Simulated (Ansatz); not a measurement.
Born–Oppenheimer molecular dynamics of a periodic cell of 36 atoms, Be (start crystal Be, start structure hcp, volume 1.15 times the crystal's). It goes on from the last frame of an earlier run, with new velocities.

Method: Ansatz, DFT LDA, scalar-relativistic, plane waves, PAW. Settings: accuracy low, cutoff 420 eV, k mesh 2x2x2, fermi-dirac smearing 0.17 eV, no spin polarisation.

```json
{"ensemble": "NPT, Langevin", "time step": "1 fs", "steps asked": "80", "set temperature": "1400 K", "friction": "0.01 /fs", "pressure": "10 GPa", "seed": "452219"}
```

First frame:

```xyz
36
Lattice="7.1976 0.0000 0.0000 -3.5988 6.2333 0.0000 0.0000 0.0000 7.5191" Properties=species:S:1:pos:R:3
Be 0.145 -0.134 -0.044
Be -0.038 1.447 2.353
Be 0.538 0.018 3.844
Be -0.140 1.143 5.603
Be -1.135 1.942 -0.196
Be -1.060 3.091 1.778
Be -1.202 2.110 3.692
Be -1.204 3.491 5.765
Be -2.099 4.136 0.295
Be -2.164 5.124 2.158
Be -2.013 4.278 3.838
Be -2.283 5.241 5.678
Be 2.289 -0.003 0.121
Be 2.479 1.691 1.987
Be 2.710 0.354 3.541
Be 2.589 1.413 5.766
Be 1.125 1.735 -0.050
Be 1.286 3.443 1.946
Be 1.359 1.769 3.773
Be 1.415 3.104 6.132
Be 0.136 3.697 0.401
Be -0.129 5.278 2.025
Be 0.269 3.895 3.947
Be 0.088 5.581 5.487
Be 4.649 -0.019 0.267
Be 4.786 1.288 2.070
Be 4.965 -0.232 3.846
Be 4.808 1.442 5.688
Be 3.741 1.975 -0.178
Be 3.706 3.359 2.118
Be 3.860 2.146 3.840
Be 3.338 3.508 5.662
Be 2.848 3.991 0.300
Be 2.479 5.501 2.193
Be 2.371 3.997 4.008
Be 2.390 5.294 6.011
```

Task: What does the run give?

Result: All steps were run.

| Item | Value |
| --- | --- |
| steps done | 80 |
| time covered | 80 fs |
| mean temperature over the second half | 2000 K |
| spread of the potential energy over the second half | 25.0 meV per atom |
| mean potential energy of the second half above the start | -79.1 meV per atom |
| mean pressure over the second half | 22.4 GPa |

The conserved energy stayed within 0.21 meV per atom of its start (net change -0.12 meV per atom), so the integration is sound. The mean temperature of the second half is 43 % above the set value. A run of 0.08 ps of so small a system gives no equilibrium averages. Limits of this set-up: coarse k mesh, low accuracy level. The cell's volume went from 337 to 247 Å³.

Task: What happens to the structure?

Result: Mean squared displacements from the first frame to the last, about the centre of mass, the cell's change included: Be 0.25 Å². This is one draw of velocities; another would differ in detail.

Task: How do temperature and energy run in time?

Result: 
```
time (fs)  T (K)  potential energy less start (eV)  conserved less start (meV/atom)  P (GPa)  volume (Å³)
      0.0   1361                             0.000                             0.00     -9.4        337.3
      6.0   1432                            -0.293                            -0.01     -8.5        334.9
     12.0   1545                            -1.387                            -0.10     -7.6        329.1
     18.0   1481                            -1.691                            -0.07     -5.4        320.3
     24.0   1570                            -1.855                            -0.06     -2.2        309.9
     30.0   1657                            -2.648                            -0.10      1.2        298.3
     36.0   1676                            -3.488                            -0.08      4.8        287.0
     42.0   1767                            -4.071                            -0.10      9.3        276.4
     48.0   1973                            -3.734                            -0.13     15.4        266.4
     54.0   2088                            -3.211                            -0.05     21.0        257.9
     60.0   2076                            -3.074                            -0.06     25.0        251.3
     66.0   2312                            -2.757                            -0.21     28.2        247.3
     72.0   2014                            -1.448                             0.00     29.5        245.8
     78.0   1879                            -1.707                            -0.05     27.9        246.7
```

Run time: 9.2 min on 1 thread of Intel(R) Xeon(R) Platinum 8259CL CPU @ 2.50GHz (Skylake/Cascade Lake), with other jobs on the host, peak memory 0.94 GiB.
